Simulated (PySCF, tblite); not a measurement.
# CH6B2N radical: geometry, infrared bands and EPR parameters

Aim: predict the infrared bands and EPR parameters of CH6B2N radical (`[BH]NBC`).

The runs use tblite 0.8.0 and PySCF 2.14.0, with density-fitted response routines of our own; the level of theory stands in each step. All values are computed, except where a source is named. Atoms count from 0, in the outputs and in this text.

### Step 1. The starting structure

10 atoms, charge 0, multiplicity 2; geometry from: force field or distance geometry start.

Bonds of the start (Å): B0–N1 1.54, N1–B2 1.51, B2–C3 1.59, B0–H4 1.18, N1–H5 1.04, B2–H6 1.19, C3–H7 1.10, C3–H8 1.12, C3–H9 1.11.

### Step 2. Geometry optimisation with GFN2-xTB

The job: settings as JSON, then the geometry in Å.

```
{"job": {"kind": "relax", "xc": "GFN2-xTB", "basis": "xTB"}, "charge": 0, "multiplicity": 2}
B      2.149500    -0.430900     0.555200
N      0.931400    -0.819100    -0.297200
B     -0.069600     0.306900    -0.222700
C     -1.551800     0.033600     0.283200
H      2.766400     0.541100     0.308900
H      1.255400    -0.899800    -1.280300
H      0.207200     1.394700    -0.618500
H     -2.145000     0.962600     0.244800
H     -1.506800    -0.332100     1.343300
H     -2.027800    -0.752400    -0.339100
```

Run with:

```console
$ OMP_NUM_THREADS=1 python probes_run.py task.json out
```

The driver reads the jobs from task.json and runs them one after another.

Standard output:

```text
step      E/eV     max force
  0    -285.13634    2.437
  1    -285.31132    1.315
  2    -285.38910    1.030
  3    -285.40838    0.381
  4    -285.42121    0.284
  5    -285.43092    0.373
  6    -285.45224    0.549
  7    -285.49273    1.436
  8    -285.54125    1.432
  9    -285.69152    2.595
 10    -285.78601    2.749
 11    -285.96701    1.323
 12    -286.08035    2.058
 13    -286.18125    2.069
 14    -286.26540    0.976
 15    -286.37042    1.085
 16    -286.39514    0.475
 17    -286.42459    0.427
 18    -286.45409    0.577
 19    -286.48894    0.510
 20    -286.50795    0.393
 21    -286.52343    0.322
 22    -286.53750    0.347
 23    -286.55772    0.554
 24    -286.57791    0.355
 25    -286.58857    0.235
 26    -286.59510    0.259
 27    -286.60112    0.251
 28    -286.60807    0.258
 29    -286.61277    0.182
 30    -286.61604    0.157
 31    -286.61900    0.196
 32    -286.62287    0.208
 33    -286.62703    0.183
 34    -286.63052    0.177
 35    -286.63365    0.186
 36    -286.63796    0.295
 37    -286.64640    0.440
 38    -286.66157    0.626
 39    -286.68113    0.663
 40    -286.70892    0.604
 41    -286.73810    0.361
 42    -286.75245    0.221
 43    -286.75598    0.213
 44    -286.75661    0.435
 45    -286.76036    0.138
 46    -286.76175    0.107
 47    -286.76350    0.089
 48    -286.76469    0.093
 49    -286.76562    0.116
 50    -286.76674    0.086
 51    -286.76835    0.086
 52    -286.76958    0.086
 53    -286.77037    0.060
 54    -286.77071    0.040
 55    -286.77092    0.044
 56    -286.77117    0.045
 57    -286.77145    0.039
 58    -286.77165    0.034
 59    -286.77176    0.027
 60    -286.77185    0.030
 61    -286.77198    0.033
 62    -286.77218    0.036
 63    -286.77234    0.031
 64    -286.77247    0.033
 65    -286.77261    0.037
 66    -286.77280    0.033
 67    -286.77298    0.028
 68    -286.77308    0.023
 69    -286.77313    0.021
 70    -286.77316    0.018
 71    -286.77322    0.019
 72    -286.77328    0.018
 73    -286.77333    0.025
 74    -286.77338    0.024
 75    -286.77343    0.026
 76    -286.77353    0.025
 77    -286.77366    0.024
 78    -286.77374    0.024
 79    -286.77379    0.020
 80    -286.77383    0.019
 81    -286.77388    0.025
 82    -286.77399    0.034
 83    -286.77418    0.046
 84    -286.77446    0.054
 85    -286.77484    0.058
 86    -286.77548    0.064
 87    -286.77658    0.081
 88    -286.77803    0.093
 89    -286.77480    0.338
 90    -286.77894    0.053
 91    -286.77914    0.102
 92    -286.77950    0.032
 93    -286.77966    0.038
 94    -286.77976    0.031
 95    -286.77984    0.021
 96    -286.77989    0.013
 97    -286.77995    0.012
 98    -286.78001    0.019
 99    -286.78006    0.019
100    -286.78010    0.016
101    -286.78011    0.012
102    -286.78012    0.010
103    -286.78013    0.009
```

Wall time 0.26 s (1 thread of Arm Neoverse V2, shared host).

The steps of the relaxation: (not every step is listed)

| step | energy from step 0 (eV) | largest force (eV/Å) |
| --- | --- | --- |
| 0 | 0.0000 | 2.4367 |
| 1 | -0.1750 | 1.3147 |
| 2 | -0.2528 | 1.0298 |
| 3 | -0.2720 | 0.3809 |
| 4 | -0.2849 | 0.2838 |
| 5 | -0.2946 | 0.3732 |
| 6 | -0.3159 | 0.5488 |
| 7 | -0.3564 | 1.4359 |
| 8 | -0.4049 | 1.4319 |
| 17 | -1.2883 | 0.4268 |
| 26 | -1.4588 | 0.2595 |
| 35 | -1.4973 | 0.1861 |
| 44 | -1.6203 | 0.4353 |
| 53 | -1.6340 | 0.0602 |
| 62 | -1.6358 | 0.0359 |
| 71 | -1.6369 | 0.0187 |
| 80 | -1.6375 | 0.0191 |
| 89 | -1.6385 | 0.3378 |
| 98 | -1.6437 | 0.0194 |
| 99 | -1.6437 | 0.0191 |
| 100 | -1.6438 | 0.0161 |
| 101 | -1.6438 | 0.0121 |
| 102 | -1.6438 | 0.0100 |
| 103 | -1.6438 | 0.0088 |

Close pairs (by a distance rule), those that changed most:

| bond | before (Å) | after (Å) | change (Å) |
| --- | --- | --- | --- |
| B0–N1 | 1.537 | 1.403 | -0.134 |
| N1–B2 | 1.508 | 1.416 | -0.093 |
| C3–H8 | 1.122 | 1.089 | -0.033 |
| N1–H5 | 1.038 | 1.015 | -0.023 |
| C3–H9 | 1.110 | 1.089 | -0.021 |
| B2–H6 | 1.190 | 1.172 | -0.018 |
| C3–H7 | 1.103 | 1.089 | -0.014 |
| B2–C3 | 1.590 | 1.580 | -0.010 |

The final coordinates are the input of the step that follows.

### Step 3. Harmonic vibrations with GFN2-xTB

The job: settings as JSON, then the geometry in Å.

```
{"job": {"kind": "ir", "xc": "GFN2-xTB", "basis": "xTB"}, "charge": 0, "multiplicity": 2}
B      2.386764    -0.303568    -0.363993
N      0.998822    -0.501034    -0.316615
B      0.010130     0.389272     0.167281
C     -1.516827    -0.014969     0.135405
H      2.881585     0.683088     0.020835
H      0.638980    -1.382494    -0.668547
H      0.350036     1.427620     0.590675
H     -2.094162     0.707613    -0.439995
H     -1.938601    -0.000601     1.139744
H     -1.707846    -1.000272    -0.287318
```

Standard output:

```text
mode    cm-1     km/mol
  1      67.3      2.34
  2      98.9      3.00
  3     256.9      1.19
  4     290.7      4.71
  5     418.0      0.68
  6     635.6     24.55
  7     803.4      5.53
  8     835.6     25.84
  9     861.8     13.84
 10     865.3    170.75
 11    1004.0     34.21
 12    1039.8     27.69
 13    1199.8     45.78
 14    1259.3      9.52
 15    1382.4    533.02
 16    1392.5      5.38
 17    1493.1      0.24
 18    1503.1      0.89
 19    2613.5    107.07
 20    2632.7    220.82
 21    3005.7     38.30
 22    3013.0     66.23
 23    3022.4     13.24
 24    3347.4      7.48
```

Wall time 0.11 s (1 thread of Arm Neoverse V2, shared host).

The strongest bands and the atoms that carry them (share of the mass-weighted mode):

| cm⁻¹ | km/mol | atoms |
| --- | --- | --- |
| 865 | 170.8 | B2 27 %, H8 18 %, H7 18 %, H6 17 % |
| 1004 | 34.2 | B2 31 %, H9 26 %, C3 26 %, H6 10 % |
| 1200 | 45.8 | B2 42 %, B0 27 %, N1 12 % |
| 1382 | 533.0 | N1 45 %, B2 17 %, B0 14 %, H5 13 % |
| 2614 | 107.1 | H4 83 % |
| 2633 | 220.8 | H6 84 % |
| 3006 | 38.3 | H8 50 %, H7 42 % |
| 3013 | 66.2 | H9 78 % |

### Step 4. g tensor and hyperfine couplings: B3LYP/pcH-1

The job, as its differences from that of step 3:

```diff
@@ -1,2 +1,2 @@
-{"job": {"kind": "ir", "xc": "GFN2-xTB", "basis": "xTB"}, "charge": 0, "multiplicity": 2}
+{"job": {"kind": "epr", "basis": "pcH-1"}, "charge": 0, "multiplicity": 2}
 B      2.386764    -0.303568    -0.363993
```

Method: UKS B3LYP, pcH-1 on B C H N, non-relativistic, mean-field spin-orbit, GIAO.

Standard output:

```text
UKS, coarse grid
  cycle   1  E = -146.13280875  |g| = 3.28e-01
  cycle   2  E = -146.10404478  |g| = 4.21e-01
  cycle   3  E = -146.18480913  |g| = 5.55e-02
  cycle   4  E = -146.18598810  |g| = 2.53e-02
  cycle   5  E = -146.18627176  |g| = 5.42e-03
  cycle   6  E = -146.18628883  |g| = 1.09e-03
  cycle   7  E = -146.18628954  |g| = 4.65e-04
UKS, final grid
  cycle   1  E = -146.18626649  |g| = 4.56e-04
  cycle   2  E = -146.18626646  |g| = 5.36e-04
  cycle   3  E = -146.18626661  |g| = 7.76e-05
  cycle   4  E = -146.18626661  |g| = 2.87e-05
E = -146.18626661 Eh   <S^2> = 0.7514 (exact 0.7500)
g shifts (ppm)      1          2          3
  rmc           -96        -96        -96
  gc             17         14        -21
  oz_so       -1031        -61        167
  total       -1110       -143         50
hyperfine (MHz)  atom isotope    a_iso     a_fc   dipolar eigenvalues
    0   11B     433.04     433.04    -42.50    -40.36     82.86
    1   14N       5.28       5.28     -3.65     -1.08      4.72
    2   11B      40.21      40.21     -3.02     -2.13      5.15
    3   13C       3.65       3.65     -0.79     -0.59      1.38
    4    1H     111.24     111.24    -17.45     -4.35     21.80
    5    1H      47.21      47.21     -7.52     -5.62     13.14
    6    1H       0.37       0.37     -2.85     -1.72      4.57
    7    1H      -0.51      -0.51     -0.84     -0.64      1.48
    8    1H      -0.54      -0.54     -0.84     -0.64      1.48
    9    1H      -0.46      -0.46     -1.19     -0.72      1.90
```

It took 12 s on 1 thread of Arm Neoverse V2, shared host; peak memory 0.56 GiB.

Principal g values 2.00121, 2.00218, 2.00237; g(iso) = 2.00192, against 2.00232 for a free electron.

Mean a(iso) over the nuclei that a row names, and the largest dipolar term of the row (other rows stand at the frozen geometry):

| nuclei | isotope | a(iso) (MHz) | a(iso) (G, at g = 2.0023) | largest dipolar term (MHz) |
| --- | --- | --- | --- | --- |
| B0 | 11B | 433.0 | 154.5 | 82.9 |
| H4 | 1H | 111.2 | 39.7 | 21.8 |
| H5 | 1H | 47.2 | 16.8 | 13.1 |
| B2 | 11B | 40.2 | 14.3 | 5.1 |
| N1 | 14N | 5.3 | 1.9 | 4.7 |
| C3 | 13C | 3.7 | 1.3 | 1.4 |
| H7, H8, H9 | 1H | -0.5 | -0.2 | 1.9 |
| H6 | 1H | 0.4 | 0.1 | 4.6 |

Mulliken spin populations:

| atom | value (e) |
| --- | --- |
| B0 | 0.98 |
| N1 | -0.04 |
| B2 | 0.02 |
| C3 | 0.00 |
| H4 | 0.03 |
| H5 | 0.00 |
| H6 | 0.00 |
| H7 | 0.00 |
| H8 | 0.00 |
| H9 | 0.00 |

In first order the couplings over 0.8 MHz of 11B, 1H, 14N give 192 distinct lines over 566.9 G, if the averaged nuclei exchange fast; the same motion can average rows kept apart here too.

The fields below are evaluated on a grid from the run's orbitals.

ELF in a plane through or near 8 of the atoms.

Values, 10 rows by 14 columns:
```
0.00 0.00 0.00 0.00 0.00 0.00 0.00 0.00 0.00 0.00 0.00 0.00 0.00 0.00
0.00 0.00 0.00 0.00 0.00 0.01 0.12 0.09 0.00 0.00 0.00 0.00 0.00 0.00
0.00 0.00 0.01 0.11 0.01 0.33 1.00 0.98 0.06 0.00 0.00 0.00 0.00 0.00
0.00 0.02 0.86 1.00 0.68 0.33 1.00 0.98 0.12 0.09 0.07 0.01 0.00 0.00
0.00 0.05 0.90 1.00 0.95 0.07 0.43 0.21 0.84 0.62 0.32 0.06 0.00 0.00
0.00 0.16 0.62 0.62 0.67 0.75 0.85 0.45 0.77 0.30 0.26 0.05 0.00 0.00
0.00 0.56 0.97 0.99 0.76 0.69 0.93 0.08 0.69 1.00 0.65 0.03 0.00 0.00
0.00 0.17 0.94 0.98 0.54 0.40 0.98 0.22 0.28 0.98 0.47 0.01 0.00 0.00
0.00 0.00 0.08 0.45 0.11 0.00 0.17 0.01 0.00 0.02 0.00 0.00 0.00 0.00
0.00 0.00 0.00 0.00 0.00 0.00 0.00 0.00 0.00 0.00 0.00 0.00 0.00 0.00
```
The map spans 11.0 Å across and 8.3 Å up, centred on the molecule. Atoms in the plane (x, y in Å): B0 (-2.4, -0.4), N1 (-1.0, -0.6), B2 (0.0, 0.4), C3 (1.5, 0.0), H4 (-2.9, 0.7), H5 (-0.7, -1.5), H6 (-0.3, 1.6), H9 (1.7, -1.1).

On the surface of density 0.002 e/bohr³ the electrostatic potential runs, from the 1st to the 99th percentile, from -0.74 V near B0 to 1.79 V near H5.

The spin density lies nearest to B0 81 %; H4 10 %.

### Step 5. What came out

```
                                                                  quantity                  value
                                 strongest single infrared mode (GFN2-xTB)  1382 cm⁻¹, 533 km/mol
                                              zero-point energy (GFN2-xTB)          47.2 kcal/mol
                                                            g(iso) (B3LYP)                2.00192
                                                                      ⟨S²⟩     0.751 (exact 0.75)
                                        largest a(iso) (averaged by class)   11B on B0, 433.0 MHz
potential on the surface of density 0.002 e/bohr³, 1st and 99th percentile     -0.74 V and 1.79 V
```

The optimisation took 103 steps and gained 1.644 eV; among the close pairs (by a distance rule), B0–N1 changed most, from 1.537 to 1.403 Å. All 24 modes are real, so the xTB geometry is a minimum. The strongest single mode, at 1382 cm⁻¹, is spread over several atoms, N1, B2, B0, H5 among them. Unscaled tight-binding wavenumbers are off by several per cent, some by more. Its intensities can rank the bands wrongly. Most of the unpaired spin sits on B0 (0.98 e). The isotropic g lies 0.4 ppt below the free-electron value. These values are for one conformer; the search (at its own cheap level) found 1 more, at 0.31 kcal/mol, and measured spectra average over such forms.
